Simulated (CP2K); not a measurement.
**CdSe at PBE/DZVP: moving one setting at a time**

Which settings matter? One reference run, then one change at a time; some changes are unwise on purpose.

Program: CP2K 2026.2. Level of theory: PBE/DZVP, atoms fixed, no spin polarisation. These are calculated values, not measurements.

## Step 1: The starting structure

Symmetry: F-43m, No. 216, cubic system. Conventional cell: a = 6.136 Å, b = 6.136 Å, c = 6.136 Å, α = 90.00°, β = 90.00°, γ = 90.00°. Cd (site symmetry -43m) is surrounded by 4 Se at 2.66 Å. Se (site symmetry -43m) is surrounded by 4 Cd at 2.66 Å.

Coordinates:

```
Cd Se
1.0
     4.33853    0.00000    0.00000
     2.16926    3.75727    0.00000
     2.16926    1.25242    3.54239
Cd Se
1 1
Direct
  0.00000 0.00000 0.00000
  0.75000 0.75000 0.75000
```

The structure type (database structure) is imposed and need not be the compound's stable one.

## Step 2: The reference run

A small atomic basis brings errors of its own in gap and pressure, and the grid adds noise to the pressure.

The input, run.inp:

```
&GLOBAL
 PROJECT run
 RUN_TYPE ENERGY_FORCE
 PRINT_LEVEL LOW
&END GLOBAL
&FORCE_EVAL
 METHOD QS
 STRESS_TENSOR ANALYTICAL
 &DFT
  BASIS_SET_FILE_NAME BASIS_MOLOPT
  POTENTIAL_FILE_NAME GTH_POTENTIALS
  &QS
   EXTRAPOLATION USE_GUESS
  &END QS
  &MGRID
   CUTOFF 350
   REL_CUTOFF 50
  &END MGRID
  &XC
   &XC_FUNCTIONAL PBE
   &END XC_FUNCTIONAL
  &END XC
  &KPOINTS
   SCHEME MONKHORST-PACK 5 5 5
   SYMMETRY F
   FULL_GRID F
  &END KPOINTS
  &SCF
   ADDED_MOS 8
   EPS_SCF 1e-6
   MAX_SCF 80
   &DIAGONALIZATION
   &END DIAGONALIZATION
   &MIXING
    METHOD BROYDEN_MIXING
    ALPHA 0.3
   &END MIXING
   &SMEAR
    METHOD FERMI_DIRAC
    ELECTRONIC_TEMPERATURE [K] 232
   &END SMEAR
   &PRINT
    &ITERATION_INFO
    &END ITERATION_INFO
   &END PRINT
  &END SCF
  &PRINT
   &BAND_STRUCTURE
    FILE_NAME bands.bs
    ADDED_MOS 6
    &KPOINT_SET
     UNITS B_VECTOR
     SPECIAL_POINT 0.00000000 0.00000000 0.00000000
     NPOINTS 0
    &END KPOINT_SET
    &KPOINT_SET
     UNITS B_VECTOR
     SPECIAL_POINT -0.50000000 -0.50000000 0.00000000
     NPOINTS 0
    &END KPOINT_SET
    &KPOINT_SET
     UNITS B_VECTOR
     SPECIAL_POINT -0.37500000 -0.37500000 0.25000000
     NPOINTS 0
    &END KPOINT_SET
    &KPOINT_SET
     UNITS B_VECTOR
     SPECIAL_POINT -0.37500000 0.00000000 0.37500000
     NPOINTS 0
    &END KPOINT_SET
    &KPOINT_SET
     UNITS B_VECTOR
     SPECIAL_POINT 0.00000000 0.00000000 0.50000000
     NPOINTS 0
    &END KPOINT_SET
    &KPOINT_SET
     UNITS B_VECTOR
     SPECIAL_POINT -0.50000000 -0.25000000 0.25000000
     NPOINTS 0
    &END KPOINT_SET
   &END BAND_STRUCTURE
  &END PRINT
 &END DFT
 &SUBSYS
  &CELL
   A 4.33852677 0.00000000 0.00000000
   B 2.16926338 3.75727439 0.00000000
   C 2.16926338 1.25242480 3.54239227
  &END CELL
  &COORD
   SCALED
   Cd 0.00000000 -0.00000000 -0.00000000
   Se 0.75000000 0.75000000 0.75000000
  &END COORD
  &KIND Cd
   BASIS_SET DZVP-MOLOPT-SR-GTH
   POTENTIAL GTH-PBE
  &END KIND
  &KIND Se
   BASIS_SET DZVP-MOLOPT-SR-GTH
   POTENTIAL GTH-PBE
  &END KIND
 &END SUBSYS
 &PRINT
  &STRESS_TENSOR
  &END STRESS_TENSOR
  &FORCES
  &END FORCES
 &END PRINT
&END FORCE_EVAL
```

The run is started by

```console
$ cp2k.psmp -i run.inp
```

The program printed (excerpt; [...] marks lines left out):

```text
[...]
 CP2K| version string:                                       CP2K version 2026.2
[...]
                             - Atoms:                                          2
[...]
                             - Spherical basis functions:                     38
[...]
 Number of electrons:                                                         18
[...]
     1 NoMix/Diag. 0.30E+00    0.4     1.64585530       -55.6025215979 -5.56E+01
[...]
    11 Broy./Diag. 0.30E+00    0.6     0.00000036       -55.5426353142  4.06E-06
  *** SCF run converged in    11 steps ***
[...]
  Overlap energy of the core charge distribution:               0.00000000124944
  Self energy of the core charge distribution:                -93.77011901959501
  Core Hamiltonian energy:                                     28.61232595530052
  Hartree energy:                                              18.33241698476588
  Exchange-correlation energy:                                 -8.71725923528401
  Electronic entropic energy:                                  -0.00000000062183
  Fermi energy:                                                 0.11369982216770
  Total energy:                                               -55.54263531418500
  Total energy (extrapolated to T->0):                        -55.54263531387409
[...]
 ENERGY| Total FORCE_EVAL ( QS ) energy [hartree]            -55.542635277964436
 FORCES| Atomic forces [hartree/bohr]
 FORCES|   Atom     x               y               z               |f|
 FORCES|      1  2.94022813E-09  3.81969719E-09  4.15958708E-09   6.36688250E-09
 FORCES|      2 -4.82524580E-09 -4.90781351E-09 -4.92980328E-09   8.46596662E-09
 FORCES| Sum    -1.88501767E-09 -1.08811632E-09 -7.70216206E-10
 FORCES| Total atomic force                                       2.30879227E-09
 STRESS| Analytical stress tensor [bar]
 STRESS|                        x                   y                   z
 STRESS|      x        2.23673830668E+04  -7.81125484364E-02  -5.52339241911E-02
 STRESS|      y       -7.81125484364E-02   2.23675407545E+04   5.19876297961E-02
 STRESS|      z       -5.52339241911E-02   5.19876297961E-02   2.23676210844E+04
 STRESS| 1/3 Trace                                             2.23675149686E+04
 STRESS| Determinant                                           1.11905958117E+13
[...]
```

It took 8.9 s on 2 threads of Arm Neoverse V1, shared host; peak memory 0.26 GiB.

Gap 0.55 eV; pressure 2.2 GPa.

## Step 3: Change: CUTOFF = 280

run.inp: that of step 2 with these lines changed.

```diff
@@ -15,3 +15,3 @@
   &MGRID
-   CUTOFF 350
+   CUTOFF 280
    REL_CUTOFF 50
```

The run is started by

```console
$ cp2k.psmp -i run.inp
```

The program printed (excerpt; [...] marks lines left out):

```text
[...]
 CP2K| version string:                                       CP2K version 2026.2
[...]
                             - Atoms:                                          2
[...]
                             - Spherical basis functions:                     38
[...]
 Number of electrons:                                                         18
[...]
     1 NoMix/Diag. 0.30E+00    0.4     1.64585269       -55.6025209417 -5.56E+01
[...]
    11 Broy./Diag. 0.30E+00    0.6     0.00000036       -55.5426348213  4.05E-06
  *** SCF run converged in    11 steps ***
[...]
  Overlap energy of the core charge distribution:               0.00000000124944
  Self energy of the core charge distribution:                -93.77011901959501
  Core Hamiltonian energy:                                     28.61234107471304
  Hartree energy:                                              18.33240464090736
  Exchange-correlation energy:                                 -8.71726151791362
  Electronic entropic energy:                                  -0.00000000062164
  Fermi energy:                                                 0.11369938620013
  Total energy:                                               -55.54263482126042
  Total energy (extrapolated to T->0):                        -55.54263482094960
[...]
 ENERGY| Total FORCE_EVAL ( QS ) energy [hartree]            -55.542634780660897
 FORCES| Atomic forces [hartree/bohr]
 FORCES|   Atom     x               y               z               |f|
 FORCES|      1  3.93358025E-09  4.39221562E-09  4.56362684E-09   7.45595745E-09
 FORCES|      2  3.00750002E-08  1.52422052E-08  9.31827288E-09   3.49808614E-08
 FORCES| Sum     3.40085805E-08  1.96344208E-08  1.38818997E-08
 FORCES| Total atomic force                                       4.16509444E-08
 STRESS| Analytical stress tensor [bar]
 STRESS|                        x                   y                   z
 STRESS|      x        2.24140214061E+04   7.99450758356E-01   5.65297091384E-01
 STRESS|      y        7.99450758356E-01   2.24131657674E+04   4.10249526270E-01
 STRESS|      z        5.65297091384E-01   4.10249526270E-01   2.24129927644E+04
 STRESS| 1/3 Trace                                             2.24133933126E+04
 STRESS| Determinant                                           1.12595967104E+13
[...]
```

Run time: 8.1 s. Hardware: 2 threads of Arm Neoverse V1, shared host; peak memory 0.22 GiB.

Against the reference run the gap moves by 0.00 eV and the energy by 0.0 meV/atom.

## Step 4: Change: CUTOFF = 120

run.inp: that of step 3 with these lines changed.

```diff
@@ -15,3 +15,3 @@
   &MGRID
-   CUTOFF 280
+   CUTOFF 120
    REL_CUTOFF 50
```

The run is started by

```console
$ cp2k.psmp -i run.inp
```

The program printed (excerpt; [...] marks lines left out):

```text
[...]
 CP2K| version string:                                       CP2K version 2026.2
[...]
                             - Atoms:                                          2
[...]
                             - Spherical basis functions:                     38
[...]
 Number of electrons:                                                         18
[...]
     1 NoMix/Diag. 0.30E+00    0.4     1.64601156       -55.6022113571 -5.56E+01
[...]
    12 Broy./Diag. 0.30E+00    0.5     0.00000023       -55.5423211443  1.13E-07
  *** SCF run converged in    12 steps ***
[...]
  Overlap energy of the core charge distribution:               0.00000000124944
  Self energy of the core charge distribution:                -93.77011901959501
  Core Hamiltonian energy:                                     28.61308719225191
  Hartree energy:                                              18.33179401471703
  Exchange-correlation energy:                                 -8.71708333231428
  Electronic entropic energy:                                  -0.00000000061925
  Fermi energy:                                                 0.11376703651523
  Total energy:                                               -55.54232114431016
  Total energy (extrapolated to T->0):                        -55.54232114400053
[...]
 ENERGY| Total FORCE_EVAL ( QS ) energy [hartree]            -55.542321034704813
 FORCES| Atomic forces [hartree/bohr]
 FORCES|   Atom     x               y               z               |f|
 FORCES|      1 -1.03777170E-05 -6.06765767E-06 -4.12545252E-06   1.27095570E-05
 FORCES|      2 -1.69484699E-04 -9.78541316E-05 -6.91947890E-05   2.07577487E-04
 FORCES| Sum    -1.79862416E-04 -1.03921789E-04 -7.33202416E-05
 FORCES| Total atomic force                                       2.20286370E-04
 STRESS| Analytical stress tensor [bar]
 STRESS|                        x                   y                   z
 STRESS|      x        2.40069815969E+04   8.74778044914E+02   6.18561589934E+02
 STRESS|      y        8.74778044914E+02   2.29969419099E+04   3.57210433943E+02
 STRESS|      z        6.18561589934E+02   3.57210433943E+02   2.27444733100E+04
 STRESS| 1/3 Trace                                             2.32494656056E+04
 STRESS| Determinant                                           1.25280510471E+13
[...]
```

Run time: 8.4 s. Hardware: 2 threads of Arm Neoverse V1, shared host; peak memory 0.19 GiB.

Against the reference run the gap moves by 0.00 eV and the energy by +4.3 meV/atom.

## Step 5: Change: REL_CUTOFF = 30

run.inp: that of step 4 with these lines changed.

```diff
@@ -15,4 +15,4 @@
   &MGRID
-   CUTOFF 120
-   REL_CUTOFF 50
+   CUTOFF 350
+   REL_CUTOFF 30
   &END MGRID
```

The run is started by

```console
$ cp2k.psmp -i run.inp
```

The program printed (excerpt; [...] marks lines left out):

```text
[...]
 CP2K| version string:                                       CP2K version 2026.2
[...]
                             - Atoms:                                          2
[...]
                             - Spherical basis functions:                     38
[...]
 Number of electrons:                                                         18
[...]
     1 NoMix/Diag. 0.30E+00    0.4     1.64636725       -55.6025554425 -5.56E+01
[...]
    11 Broy./Diag. 0.30E+00    0.5     0.00000036       -55.5426691674  4.07E-06
  *** SCF run converged in    11 steps ***
[...]
  Overlap energy of the core charge distribution:               0.00000000124944
  Self energy of the core charge distribution:                -93.77011901959501
  Core Hamiltonian energy:                                     28.61236897895715
  Hartree energy:                                              18.33234016748942
  Exchange-correlation energy:                                 -8.71725929484962
  Electronic entropic energy:                                  -0.00000000061601
  Fermi energy:                                                 0.11369954598689
  Total energy:                                               -55.54266916736462
  Total energy (extrapolated to T->0):                        -55.54266916705662
[...]
 ENERGY| Total FORCE_EVAL ( QS ) energy [hartree]            -55.542669133429115
 FORCES| Atomic forces [hartree/bohr]
 FORCES|   Atom     x               y               z               |f|
 FORCES|      1  1.32698134E-05  7.66289159E-06  5.42023910E-06   1.62538256E-05
 FORCES|      2 -2.69185331E-05 -1.55435506E-05 -1.09924136E-05   3.29703283E-05
 FORCES| Sum    -1.36487197E-05 -7.88065897E-06 -5.57217446E-06
 FORCES| Total atomic force                                       1.67165027E-05
 STRESS| Analytical stress tensor [bar]
 STRESS|                        x                   y                   z
 STRESS|      x        2.26857477092E+04   1.25660286347E+02   8.88552073803E+01
 STRESS|      y        1.25660286347E+02   2.25407153340E+04   5.13846394991E+01
 STRESS|      z        8.88552073803E+01   5.13846394991E+01   2.25044980998E+04
 STRESS| 1/3 Trace                                             2.25769870477E+04
 STRESS| Determinant                                           1.15071501214E+13
[...]
```

Run time: 7.3 s. Hardware: 2 threads of Arm Neoverse V1, shared host; peak memory 0.25 GiB.

Against the reference run the gap moves by 0.00 eV and the energy by -0.5 meV/atom.

## Step 6: Change: CUTOFF = 1000

run.inp: that of step 5 with these lines changed.

```diff
@@ -15,4 +15,4 @@
   &MGRID
-   CUTOFF 350
-   REL_CUTOFF 30
+   CUTOFF 1000
+   REL_CUTOFF 50
   &END MGRID
```

The run is started by

```console
$ cp2k.psmp -i run.inp
```

The program printed (excerpt; [...] marks lines left out):

```text
[...]
 CP2K| version string:                                       CP2K version 2026.2
[...]
                             - Atoms:                                          2
[...]
                             - Spherical basis functions:                     38
[...]
 Number of electrons:                                                         18
[...]
     1 NoMix/Diag. 0.30E+00    0.6     1.64585560       -55.6025216747 -5.56E+01
[...]
    11 Broy./Diag. 0.30E+00    0.9     0.00000035       -55.5426356704  4.05E-06
  *** SCF run converged in    11 steps ***
[...]
  Overlap energy of the core charge distribution:               0.00000000124944
  Self energy of the core charge distribution:                -93.77011901959501
  Core Hamiltonian energy:                                     28.61232691280261
  Hartree energy:                                              18.33241659251422
  Exchange-correlation energy:                                 -8.71726015677877
  Electronic entropic energy:                                  -0.00000000062186
  Fermi energy:                                                 0.11369979881523
  Total energy:                                               -55.54263567042936
  Total energy (extrapolated to T->0):                        -55.54263567011843
[...]
 ENERGY| Total FORCE_EVAL ( QS ) energy [hartree]            -55.542635593245720
 FORCES| Atomic forces [hartree/bohr]
 FORCES|   Atom     x               y               z               |f|
 FORCES|      1  1.02504813E-08  8.04008177E-09  7.14453561E-09   1.48579834E-08
 FORCES|      2  2.14439553E-08  1.02735855E-08  5.79570357E-09   2.44740670E-08
 FORCES| Sum     3.16944366E-08  1.83136673E-08  1.29402392E-08
 FORCES| Total atomic force                                       3.88249599E-08
 STRESS| Analytical stress tensor [bar]
 STRESS|                        x                   y                   z
 STRESS|      x        2.23718503614E+04  -7.47810385730E-01  -5.28781797134E-01
 STRESS|      y       -7.47810385730E-01   2.23727813485E+04  -2.21416886299E-01
 STRESS|      z       -5.28781797134E-01  -2.21416886299E-01   2.23730550025E+04
 STRESS| 1/3 Trace                                             2.23725622375E+04
 STRESS| Determinant                                           1.11981730256E+13
[...]
```

Run time: 12 s. Hardware: 2 threads of Arm Neoverse V1, shared host; peak memory 0.56 GiB.

Against the reference run the gap moves by 0.00 eV and the energy by 0.0 meV/atom.

## Step 7: Change: KPOINTS = 4x4x4

run.inp: that of step 6 with these lines changed.

```diff
@@ -15,3 +15,3 @@
   &MGRID
-   CUTOFF 1000
+   CUTOFF 350
    REL_CUTOFF 50
@@ -23,3 +23,3 @@
   &KPOINTS
-   SCHEME MONKHORST-PACK 5 5 5
+   SCHEME MONKHORST-PACK 4 4 4
    SYMMETRY F
```

The run is started by

```console
$ cp2k.psmp -i run.inp
```

The program printed (excerpt; [...] marks lines left out):

```text
[...]
 CP2K| version string:                                       CP2K version 2026.2
[...]
                             - Atoms:                                          2
[...]
                             - Spherical basis functions:                     38
[...]
 Number of electrons:                                                         18
[...]
     1 NoMix/Diag. 0.30E+00    0.3     1.64139956       -55.6025215979 -5.56E+01
[...]
    12 Broy./Diag. 0.30E+00    0.5     0.00000021       -55.5431451784  2.32E-07
  *** SCF run converged in    12 steps ***
[...]
  Overlap energy of the core charge distribution:               0.00000000124944
  Self energy of the core charge distribution:                -93.77011901959501
  Core Hamiltonian energy:                                     28.60876276596193
  Hartree energy:                                              18.33440942478076
  Exchange-correlation energy:                                 -8.71619835080642
  Electronic entropic energy:                                  -0.00000000000025
  Fermi energy:                                                 0.11519580928043
  Total energy:                                               -55.54314517840955
  Total energy (extrapolated to T->0):                        -55.54314517840942
[...]
 ENERGY| Total FORCE_EVAL ( QS ) energy [hartree]            -55.543144958611727
 FORCES| Atomic forces [hartree/bohr]
 FORCES|   Atom     x               y               z               |f|
 FORCES|      1 -4.13835326E-04 -2.38925020E-04 -1.68942453E-04   5.06839614E-04
 FORCES|      2  4.13845178E-04  2.38930712E-04  1.68946475E-04   5.06851683E-04
 FORCES| Sum     9.85253761E-09  5.69176161E-09  4.02195066E-09
 FORCES| Total atomic force                                       1.20683360E-08
 STRESS| Analytical stress tensor [bar]
 STRESS|                        x                   y                   z
 STRESS|      x        2.00385092773E+04  -2.21353726901E+03  -1.56520971387E+03
 STRESS|      y       -2.21353726901E+03   2.25945360187E+04  -9.03591437746E+02
 STRESS|      z       -1.56520971387E+03  -9.03591437746E+02   2.32335843481E+04
 STRESS| 1/3 Trace                                             2.19555432147E+04
 STRESS| Determinant                                           1.03274418190E+13
[...]
```

It took 8.2 s on 2 threads of Arm Neoverse V1, shared host; peak memory 0.25 GiB.

Against the reference run the gap moves by 0.00 eV and the energy by -6.9 meV/atom.

## Step 8: Change: BASIS_SET = TZVP-MOLOPT-SR-GTH

run.inp: that of step 7 with these lines changed.

```diff
@@ -23,3 +23,3 @@
   &KPOINTS
-   SCHEME MONKHORST-PACK 4 4 4
+   SCHEME MONKHORST-PACK 5 5 5
    SYMMETRY F
@@ -95,3 +95,3 @@
   &KIND Cd
-   BASIS_SET DZVP-MOLOPT-SR-GTH
+   BASIS_SET TZVP-MOLOPT-SR-GTH
    POTENTIAL GTH-PBE
@@ -99,3 +99,3 @@
   &KIND Se
-   BASIS_SET DZVP-MOLOPT-SR-GTH
+   BASIS_SET TZVP-MOLOPT-SR-GTH
    POTENTIAL GTH-PBE
```

The run is started by

```console
$ cp2k.psmp -i run.inp
```

The program printed:

```text
[... start of the log left out ...]
 * /| |                                                                        *
 *******************************************************************************

 ===== Routine Calling Stack =====

            3 read_qs_kind
            2 create_qs_kind_set
            1 CP2K

Program received signal SIGABRT: Process abort signal.

Backtrace for this error:
#0  0x455df150f957 in ???
#1  0x455e11dc4cac in __pthread_kill_implementation
#2  0x455e11d6bfb7 in raise
#3  0x455e11d55d37 in abort
#4  0x455df1be2d83 in ???
#5  0x455df1be4297 in ???
#6  0x455df1b3551b in ???
#7  0x455df181c01b in ???
#8  0x455df1824daf in ???
#9  0x455df18f7903 in ???
#10  0x455df17b3803 in ???
#11  0x455df15b546f in ???
#12  0x455df1e96783 in ???
#13  0x455df1e99d0b in ???
#14  0x455df15b0db3 in ???
#15  0x455df15aef13 in ???
#16  0x455e11d56573 in __libc_start_call_main
#17  0x455e11d56657 in __libc_start_main_impl
#18  0x455df15af06f in ???
#19  0xffffffffffffffff in ???
```

Run time: 0.27 s. Hardware: 2 threads of Arm Neoverse V1, shared host; peak memory 0.13 GiB.

The program refused the job.

## Step 9: Results

| change | ends | gap (eV) | energy (meV/atom) | pressure (GPa) | time |
| --- | --- | --- | --- | --- | --- |
| none | converged | 0.55 | 0 | 2.2 | 8.9 s |
| CUTOFF = 280 | converged | 0.00 | 0.0 | 0.0 | 8.1 s |
| CUTOFF = 120 | converged | 0.00 | +4.3 | +0.1 | 8.4 s |
| REL_CUTOFF = 30 | converged | 0.00 | -0.5 | 0.0 | 7.3 s |
| CUTOFF = 1000 | converged | 0.00 | 0.0 | 0.0 | 12 s |
| KPOINTS = 4x4x4 | converged | 0.00 | -6.9 | 0.0 | 8.2 s |
| BASIS_SET = TZVP-MOLOPT-SR-GTH | refused | – | – | – | 0.27 s |

The first row holds values, the others changes from it. Keys are the program's: temperature in eV (tblite) or K (CP2K), cutoffs in Ry, CUTOFP in Å. Among the numerical settings, KPOINTS = 4x4x4 moves the energy most (-6.9 meV/atom). 1 of the 6 changes gave no result. The runs test settings. The reference's gap and pressure are those of this cheap level and cell, not checked here against a higher level, and such methods can miss a gap or a metal outright.
